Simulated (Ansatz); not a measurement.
Relaxation of a periodic cell of 17 atoms, LiP16 (host P, host structure Cmce, interstitial Li), to a largest force component of 0.03 eV/Å in at most 60 steps.

These are results of DFT LDA, scalar-relativistic, plane waves, PAW in Ansatz 0.2.0, not measurements. Settings: cutoff 420 eV, k mesh 2x2x2, fermi-dirac smearing 0.05 eV, spin collinear.

```xyz
17
Lattice="1.6561 5.2040 4.3500 1.6561 -5.2040 4.3500 6.6242 0.0000 0.0000" Properties=species:S:1:pos:R:3
P 3.312 1.074 4.697
P 1.656 -1.074 2.522
P 1.656 4.130 4.003
P 1.656 1.074 1.828
P 6.624 1.074 4.697
P 4.968 -1.074 2.522
P 4.968 4.130 4.003
P 4.968 1.074 1.828
P 4.968 -4.130 4.697
P 4.968 -1.074 6.872
P 3.312 -1.074 4.003
P 4.968 1.074 6.178
P 8.280 -4.130 4.697
P 8.280 -1.074 6.872
P 6.624 -1.074 4.003
P 8.280 1.074 6.178
Li 2.494 -2.370 5.444
```

**Question.** Where does it end, and by what steps?

**Answer.** It converged. Limits of this set-up: coarse k mesh, a small cell, in which the defect meets its images, a typed lattice constant that wasn't relaxed here. After 9 steps the energy has fallen by 0.834 eV; Li17 moved furthest, 0.93 Å. Joined: P9–Li17 (3.13 → 2.72 Å), P10–Li17 (3.14 → 2.35 Å).

```csv
step,energy less start (eV),largest force component (eV/Å),accepted
0,0.0000,1.523,yes
1,-0.4818,0.835,yes
2,-0.5568,0.866,yes
3,-0.6461,0.167,yes
4,-0.7127,0.188,yes
5,-0.7714,0.143,yes
6,-0.8159,0.123,yes
7,-0.8304,0.098,yes
8,-0.8283,0.096,no
9,-0.8340,0.027,yes
```

```xyz
17
Lattice="1.6561 5.2040 4.3500 1.6561 -5.2040 4.3500 6.6242 0.0000 0.0000" Properties=species:S:1:pos:R:3
P 3.239 1.197 4.634
P 1.534 -1.368 2.586
P 1.581 4.224 3.984
P 1.590 0.713 1.823
P 6.587 1.070 4.612
P 4.958 -1.076 2.497
P 4.957 4.023 3.928
P 4.918 1.086 1.870
P 4.915 -4.274 4.738
P 4.914 -0.910 6.896
P 3.264 -0.941 3.887
P 4.932 1.201 6.089
P 8.234 -4.082 4.737
P 8.244 -0.987 6.803
P 6.530 -1.133 4.089
P 8.213 1.153 6.126
Li 3.373 -2.266 5.744
```

Whether the end is a true minimum wasn't checked by a vibrational analysis.

The run took 44 s on 2 threads of INTEL(R) XEON(R) PLATINUM 8581C CPU @ 2.10GHz (Emerald Rapids) (shared host), peak memory 0.72 GiB.
